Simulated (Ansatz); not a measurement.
Relaxation of a periodic cell of 21 atoms, HC$_{19}$O (surface graphene monolayer, adsorbate HCO), to a largest force component of 0.03 eV/Å in at most 60 steps.

All numbers below come from Ansatz 0.2.0, DFT PBE-D3(BJ), scalar-relativistic, plane waves, PAW. Settings: cutoff 420 eV, k mesh 2x2x1, gaussian smearing 0.02 eV, spin collinear.

```xyz
21
Lattice="7.3980 0.0000 0.0000 -3.6990 6.4069 0.0000 0.0000 0.0000 13.0000" Properties=species:S:1:pos:R:3
C 0.000 0.000 1.000
C 1.233 0.712 1.000
C -1.233 2.136 1.000
C 0.000 2.847 1.000
C -2.466 4.271 1.000
C -1.233 4.983 1.000
C 2.466 0.000 1.000
C 3.699 0.712 1.000
C 1.233 2.136 1.000
C 2.466 2.847 1.000
C 0.000 4.271 1.000
C 1.233 4.983 1.000
C 4.932 0.000 1.000
C 6.165 0.712 1.000
C 3.699 2.136 1.000
C 4.932 2.847 1.000
C 2.466 4.271 1.000
C 3.699 4.983 1.000
C -2.561 4.833 2.430
H -2.211 5.716 2.980
O -2.837 4.135 3.380
```

**Question.** Where does it end, and by what steps?

**Answer.** The run converged. The force dipped under the threshold on the way, but the program's further checks kept it going. Limits of this set-up: slab without dipole correction. After 15 steps the energy has fallen by 2.204 eV; O21 moved furthest, 0.61 Å.

```
step  energy less start (eV)  largest force component (eV/Å)  accepted
   0                  0.0000                           7.258       yes
   1                 -1.2529                           5.747       yes
   2                 -2.0145                           2.988       yes
   3                 -2.1498                           0.939       yes
   4                 -2.1254                           1.582        no
   5                 -2.1933                           0.383       yes
   6                 -2.1974                           0.452       yes
   7                 -2.2009                           0.178       yes
   8                 -2.2028                           0.061       yes
   9                 -2.2035                           0.027       yes
  10                 -2.2038                           0.048       yes
  11                 -2.2039                           0.089       yes
  12                 -2.2040                           0.122       yes
  13                 -2.2041                           0.076       yes
  14                 -2.2042                           0.044       yes
  15                 -2.2042                           0.012       yes
```

```xyz
21
Lattice="7.3980 0.0000 0.0000 -3.6990 6.4069 0.0000 0.0000 0.0000 13.0000" Properties=species:S:1:pos:R:3
C -0.016 0.040 0.941
C 1.226 0.749 0.959
C -1.245 2.172 0.941
C -0.009 2.885 0.953
C -2.473 4.310 1.153
C -1.215 5.032 0.963
C 2.468 0.040 0.943
C 3.697 0.750 0.916
C 1.226 2.173 0.957
C 2.461 2.886 0.954
C -0.001 4.309 0.940
C 1.226 5.023 0.914
C 4.925 0.036 0.908
C 6.153 0.750 0.915
C 3.697 2.172 0.942
C 4.925 2.865 0.964
C 2.452 4.309 0.939
C 3.667 5.032 0.962
C -2.492 4.591 2.888
H -2.467 5.688 3.049
O -2.522 3.718 3.688
```

Whether the end is a true minimum wasn't checked by a vibrational analysis.

Time of the run: 3.3 min on 2 threads of Arm Neoverse V2, on a shared host, peak memory 1.1 GiB.
